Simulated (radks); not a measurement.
# The series with 16 electrons, S to Se¹⁸⁺

What does a rising nuclear charge do to the levels of a fixed set of electrons? The series is run ion by ion, all in [Ne] 3s2 3p4.

The numbers are computed with radks (a radial shooting solver on a logarithmic mesh, Libxc functionals) version 1 (scalar-relativistic Kohn-Sham, PBEsol, spin-polarised, spherical densities, point nucleus; open shells are filled with parallel spins first), except any that are marked as measured or tabulated.

## Step 1: The system

| Quantity | Value |
| --- | --- |
| electrons | 16 |
| ions | S, Cl⁺, Ar²⁺, K³⁺, Ca⁴⁺, Sc⁵⁺, Ti⁶⁺, V⁷⁺, Cr⁸⁺, Mn⁹⁺, Fe¹⁰⁺, Co¹¹⁺, Ni¹²⁺, Cu¹³⁺, Zn¹⁴⁺, Ga¹⁵⁺, Ge¹⁶⁺, As¹⁷⁺, Se¹⁸⁺ |
| configuration | [Ne] 3s2 3p4 |

Outer shells as boxes (Hund's rule):

[Ne] 3s2 3p4
```
[Ne] core
3s [↑↓]
3p [↑↓][↑ ][↑ ]
```

## Step 2: S

Input:

```text
Z 16
configuration [Ne] 3s2 3p4
relativity scalar-relativistic
functional pbe_sol,pbe_sol
spin polarised
nucleus point
c 137.035999084
```

## Step 3: Cl⁺

Changes since step 2:

```diff
@@ -1,2 +1,2 @@
-Z 16
+Z 17
 configuration [Ne] 3s2 3p4
```

## Step 4: Ar²⁺

Changes since step 3:

```diff
@@ -1,2 +1,2 @@
-Z 17
+Z 18
 configuration [Ne] 3s2 3p4
```

## Step 5: K³⁺

Changes since step 4:

```diff
@@ -1,2 +1,2 @@
-Z 18
+Z 19
 configuration [Ne] 3s2 3p4
```

## Step 6: Ca⁴⁺

Changes since step 5:

```diff
@@ -1,2 +1,2 @@
-Z 19
+Z 20
 configuration [Ne] 3s2 3p4
```

## Step 7: Sc⁵⁺

Changes since step 6:

```diff
@@ -1,2 +1,2 @@
-Z 20
+Z 21
 configuration [Ne] 3s2 3p4
```

## Step 8: Ti⁶⁺

Changes since step 7:

```diff
@@ -1,2 +1,2 @@
-Z 21
+Z 22
 configuration [Ne] 3s2 3p4
```

## Step 9: V⁷⁺

Changes since step 8:

```diff
@@ -1,2 +1,2 @@
-Z 22
+Z 23
 configuration [Ne] 3s2 3p4
```

## Step 10: Cr⁸⁺

Changes since step 9:

```diff
@@ -1,2 +1,2 @@
-Z 23
+Z 24
 configuration [Ne] 3s2 3p4
```

## Step 11: Mn⁹⁺

Changes since step 10:

```diff
@@ -1,2 +1,2 @@
-Z 24
+Z 25
 configuration [Ne] 3s2 3p4
```

## Step 12: Fe¹⁰⁺

Changes since step 11:

```diff
@@ -1,2 +1,2 @@
-Z 25
+Z 26
 configuration [Ne] 3s2 3p4
```

## Step 13: Co¹¹⁺

Changes since step 12:

```diff
@@ -1,2 +1,2 @@
-Z 26
+Z 27
 configuration [Ne] 3s2 3p4
```

## Step 14: Ni¹²⁺

Changes since step 13:

```diff
@@ -1,2 +1,2 @@
-Z 27
+Z 28
 configuration [Ne] 3s2 3p4
```

## Step 15: Cu¹³⁺

Changes since step 14:

```diff
@@ -1,2 +1,2 @@
-Z 28
+Z 29
 configuration [Ne] 3s2 3p4
```

## Step 16: Zn¹⁴⁺

Changes since step 15:

```diff
@@ -1,2 +1,2 @@
-Z 29
+Z 30
 configuration [Ne] 3s2 3p4
```

## Step 17: Ga¹⁵⁺

Changes since step 16:

```diff
@@ -1,2 +1,2 @@
-Z 30
+Z 31
 configuration [Ne] 3s2 3p4
```

## Step 18: Ge¹⁶⁺

Changes since step 17:

```diff
@@ -1,2 +1,2 @@
-Z 31
+Z 32
 configuration [Ne] 3s2 3p4
```

## Step 19: As¹⁷⁺

Changes since step 18:

```diff
@@ -1,2 +1,2 @@
-Z 32
+Z 33
 configuration [Ne] 3s2 3p4
```

## Step 20: Se¹⁸⁺

Changes since step 19:

```diff
@@ -1,2 +1,2 @@
-Z 33
+Z 34
 configuration [Ne] 3s2 3p4
```

Before running it: what results should come out? Wanted: for each run, ion; E; ε(2p down); ε(3s up); ε(3s down); ε(3p up); ε(3p down); <r>(3p down).

**Answer**, as computed:

```csv
ion,E (hartree),ε(2p down) (eV),ε(3s up) (eV),ε(3s down) (eV),ε(3p up) (eV),ε(3p down) (eV),<r>(3p down) (bohr)
S,-398.43642,-155.95,-17.928,-16.080,-7.646,-5.965,2.116
Cl⁺,-460.27014,-203.85,-32.925,-30.705,-20.235,-18.161,1.725
Ar²⁺,-526.88877,-259.28,-51.528,-48.949,-36.389,-33.948,1.478
K³⁺,-598.28847,-321.98,-73.512,-70.588,-55.899,-53.105,1.301
Ca⁴⁺,-674.47169,-391.81,-98.775,-95.514,-78.662,-75.523,1.166
Sc⁵⁺,-755.44446,-468.70,-127.26,-123.67,-104.62,-101.14,1.058
Ti⁶⁺,-841.21521,-552.61,-158.94,-155.02,-133.73,-129.92,0.9692
V⁷⁺,-931.79411,-643.50,-193.79,-189.55,-165.98,-161.84,0.8951
Cr⁸⁺,-1027.19278,-741.38,-231.79,-227.24,-201.36,-196.88,0.8320
Mn⁹⁺,-1127.42404,-846.21,-272.96,-268.08,-239.84,-235.04,0.7775
Fe¹⁰⁺,-1232.50180,-958.02,-317.28,-312.09,-281.42,-276.30,0.7299
Co¹¹⁺,-1342.44097,-1076.8,-364.76,-359.25,-326.10,-320.66,0.6879
Ni¹²⁺,-1457.25742,-1202.5,-415.39,-409.57,-373.89,-368.11,0.6506
Cu¹³⁺,-1576.96793,-1335.2,-469.20,-463.07,-424.77,-418.67,0.6172
Zn¹⁴⁺,-1701.59021,-1474.9,-526.18,-519.73,-478.75,-472.33,0.5871
Ga¹⁵⁺,-1831.14282,-1621.6,-586.35,-579.59,-535.83,-529.09,0.5598
Ge¹⁶⁺,-1965.64524,-1775.3,-649.71,-642.64,-596.02,-588.96,0.5350
As¹⁷⁺,-2105.11783,-1936.0,-716.28,-708.89,-659.32,-651.94,0.5123
Se¹⁸⁺,-2249.58183,-2103.7,-786.06,-778.36,-725.73,-718.03,0.4914
```

**Reading.** Between S and Se¹⁸⁺, 3p down binds 120 times more strongly and its mean radius falls by a factor 4.31. The order of these tabulated levels, which need not hold every outer shell, does not change along the series. The configuration is held, so it need not be the ground state of every ion.
